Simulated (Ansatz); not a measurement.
The system is HfMoC2.

```
Hf Mo C
1.0
     3.19142    0.00000    0.00000
     0.00000    3.19142    0.00000
     0.00000    0.00000    4.48516
Hf Mo C
1 1 2
Direct
  0.00000 0.00000 0.00000
  0.50000 0.50000 0.50000
  0.50000 0.50000 0.00000
  0.00000 0.00000 0.50000
```

The cell comes from a database or a generator and needn't be the stable form of this composition.

| Quantity | Value |
| --- | --- |
| Program | Ansatz 0.2.0 |
| Task | relaxation of cell and atoms |
| Functional | r2SCAN |
| Dispersion | D3(BJ) |
| Potentials or basis | Ansatz PAW |
| Cutoff | 500 eV (not typed: the program's choice for these potentials) |
| k mesh | 8 × 8 × 6 |
| Occupations | fermi-dirac, width 0.05 eV |
| Spin | no spin polarisation |

At the start: volume 11.42 Å³/atom.

Q: Where does the relaxation end?

A: It ends after 5 steps and the volume is 11.19 Å³/atom (-2.0 %); space group P4/mmm (No. 123, to 0.05 Å).

Step by step:
```csv
step,energy change (eV),largest force (eV/Å),volume (Å³)
1,0.0000,0.0000,45.68
2,-0.0168,0.0000,44.27
3,-0.0215,0.0000,44.75
4,-0.0216,0.0000,44.75
5,-0.0213,0.0000,44.75
```

Final structure:
```xyz
4
Lattice="3.1793 0.0000 0.0000 0.0000 3.1793 0.0000 0.0000 0.0000 4.4277" Properties=species:S:1:pos:R:3 pbc="T T T"
Hf    0.0000    0.0000    0.0000
Mo    1.5896    1.5896    2.2139
C     1.5896    1.5896    0.0000
C     0.0000    0.0000    2.2139
```

Caveat: the plane-wave basis is chosen anew once the cell has moved, so the energies of steps on either side of that aren't comparable; pairwise dispersion overbinds metals, which lowers pressure and volume; the PAW data sets come from PBE, with cores solved anew for the run's functional, which leaves a small shift of forces and pressure; the dispersion damping was fitted for another functional or another form of the correction.
